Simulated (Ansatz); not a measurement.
Relaxation of a periodic cell of 17 atoms, CuSi$_{16}$ (host Si, host structure diamond, interstitial Cu), to a largest force component of 0.03 eV/Å in at most 60 steps.

Method: DFT PBE-D3(BJ), scalar-relativistic, plane waves, PAW (Ansatz 0.2.0). Settings: cutoff 420 eV, k mesh 2x2x2, gaussian smearing 0.05 eV, spin collinear.

```xyz
17
Lattice="0.0000 5.4300 5.4300 5.4300 0.0000 5.4300 5.4300 5.4300 0.0000" Properties=species:S:1:pos:R:3:forces:R:3
Si 0.000 0.000 0.000 0.20 -0.18 -1.34
Si 1.357 1.357 1.357 1.37 0.16 -0.21
Si 2.715 2.715 0.000 -0.19 0.20 -0.20
Si 4.072 4.072 1.357 -0.18 -1.49 -0.25
Si 2.715 0.000 2.715 0.06 -0.02 0.02
Si 4.072 1.357 4.072 -0.02 0.02 -0.07
Si 5.430 2.715 2.715 0.02 -0.06 0.02
Si 6.787 4.072 4.072 -0.05 0.05 -0.05
Si 0.000 2.715 2.715 0.32 1.64 0.24
Si 1.357 4.072 4.072 0.20 -0.19 0.18
Si 2.715 5.430 2.715 -1.80 -0.35 0.29
Si 4.072 6.787 4.072 -0.30 0.33 1.85
Si 2.715 2.715 5.430 0.05 -0.05 0.05
Si 4.072 4.072 6.787 -0.02 0.08 -0.02
Si 5.430 5.430 5.430 0.02 -0.02 0.07
Si 6.787 6.787 6.787 -0.08 0.02 -0.02
Cu 10.147 6.125 7.492 0.41 -0.12 -0.56
```

Q: Where does it end, and by what steps?

A: It converged. Limits of this set-up: coarse k mesh. After 4 steps the energy has fallen by 0.495 eV; Si10 moved furthest, 0.21 Å.

```csv
step,energy less start (eV),largest force component (eV/Å),accepted
0,0.0000,1.847,yes
1,-0.3740,0.778,yes
2,-0.4880,0.096,yes
3,-0.4948,0.030,yes
4,-0.4952,0.007,yes
```

```xyz
17
Lattice="0.0000 5.4300 5.4300 5.4300 0.0000 5.4300 5.4300 5.4300 0.0000" Properties=species:S:1:pos:R:3
Si 0.055 -0.056 -0.073
Si 1.429 1.414 1.304
Si 2.593 2.836 -0.118
Si 4.015 4.000 1.304
Si 2.724 0.040 2.678
Si 4.111 1.318 4.063
Si 5.389 2.705 2.678
Si 6.679 4.180 3.967
Si 0.055 2.791 2.774
Si 1.478 3.951 4.196
Si 2.638 5.374 2.774
Si 4.015 6.844 4.148
Si 2.822 2.607 5.541
Si 4.111 4.085 6.829
Si 5.389 5.470 5.442
Si 6.774 6.748 6.829
Cu 10.170 6.119 7.458
```

Whether the end is a true minimum wasn't checked by a vibrational analysis.

Time of the run: 49 s on 2 threads of Arm Neoverse V2 (shared host), peak memory 0.76 GiB.
